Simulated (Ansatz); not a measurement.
A run of Ansatz 0.2.0 is set up as follows.

The input input.yaml:

```yaml
crystal:
  lattice:
    - [3.962670049, 0.0, 0.0]
    - [-1.9813350245, 3.4317729293, 0.0]
    - [0.0, 0.0, 5.809192]
  atoms:
    - { symbol: Cd, position: [0.3333333333, 0.6666666667, 0.932717] }
    - { symbol: Cd, position: [0.6666666667, 0.3333333333, 0.578735] }
    - { symbol: S, position: [0.3333333333, 0.6666666667, 0.365705] }
kpoints:
  mp_grid: { grid: [8, 8, 5] }
  band_path:
    path:
      - [0.0, 0.0, 0.0]
      - [0.5, 0.0, 0.0]
      - [0.3333333333, 0.3333333333, 0.0]
      - [0.0, 0.0, 0.0]
      - [0.0, 0.0, 0.5]
      - [0.5, 0.0, 0.5]
      - [0.3333333333, 0.3333333333, 0.5]
      - [0.0, 0.0, 0.5]
    npoints: 10
scf:
  occupations: { method: fermi_dirac, width: 0.05 }
hamiltonian:
  xc: pbesol
  pseudopotentials: { kind: all_electron, lapw: { basis_error: 0.002 } }
output:
  forces: true
  stress: true
  eigenvalues: true
```

Potentials or basis: all-electron LAPW, scalar-relativistic.

Launch:

```sh
$ ansatz run input.yaml --threads 2 --pin off --max-ram 8192MiB --backend cpu --events-out ev --progress --plain --runs-dir out
```

(1) What does it give for the band gap on the k mesh?

(2) What does it give for the band gap along the path?

## Answers

(1) 0.22 eV, indirect (least direct gap 0.56 eV).

(2) 0.63 eV, indirect (least direct gap 1.26 eV).
